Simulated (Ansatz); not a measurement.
# Na4Au: the cost of one run

Computed with Ansatz 0.2.0 (DFT PBE, scalar-relativistic, plane waves, PAW, unless a step's input says otherwise).

## Step 1: The starting structure

Symmetry: Im-3m, No. 229, cubic system. Conventional cell: a = 6.961 Å, b = 6.961 Å, c = 6.961 Å, α = 90.00°, β = 90.00°, γ = 90.00°. Around Na (site symmetry -3m) lie 2 Au at 3.01 Å. Au (site symmetry m-3m) is surrounded by 8 Na at 3.01 Å.

Coordinates:

```cif
data_structure
_symmetry_space_group_name_H-M 'Im-3m'
_symmetry_Int_Tables_number 229
_cell_length_a 6.9615
_cell_length_b 6.9615
_cell_length_c 6.9615
_cell_angle_alpha 90.000
_cell_angle_beta 90.000
_cell_angle_gamma 90.000
_cell_volume 337.37
loop_
_atom_site_label
_atom_site_type_symbol
_atom_site_symmetry_multiplicity
_atom_site_Wyckoff_symbol
_atom_site_fract_x
_atom_site_fract_y
_atom_site_fract_z
_atom_site_occupancy
Na1 Na 8 c 0.25000 0.25000 0.25000 1
Au1 Au 2 a 0.00000 0.00000 0.00000 1
```

The start is the relaxed end of an invented cell (made as: random cell by space group and Wyckoff sites (Im-3m, No. 229)), taken up again for a closer look.

## Step 2: The guess as it stands, on a coarse mesh

Input file input.yaml:

```yaml
crystal:
  lattice:
    - [-3.4807443, 3.4807443, 3.4807443]
    - [3.4807443, -3.4807443, 3.4807443]
    - [3.4807443, 3.4807443, -3.4807443]
  atoms:
    - { symbol: Na, position: [0.5, 0.5, 0.5] }
    - { symbol: Na, position: [0.0, 0.0, 0.5] }
    - { symbol: Na, position: [0.0, 0.5, 0.0] }
    - { symbol: Na, position: [0.5, 0.0, 0.0] }
    - { symbol: Au, position: [0.0, 0.0, 0.0] }
basis:
  ecutwfc: 420
kpoints:
  mp_grid: { grid: [4, 4, 4] }
hamiltonian:
  xc: pbe
scf:
  occupations: { method: gaussian, width: 0.1 }
  lower_state_search: "off"
output:
  forces: true
  stress: true
  eigenvalues: true
```

Run with:

```
$ ansatz run input.yaml --threads 1 --pin off --max-ram 3072MiB --backend cpu --events-out ev --progress --plain --runs-dir out
```

What time and memory should one allow on 1 thread of Intel Xeon Platinum 8375C at 2.90GHz (Ice Lake), shared host?

About 1.8 s, with a peak of 0.42 GiB.
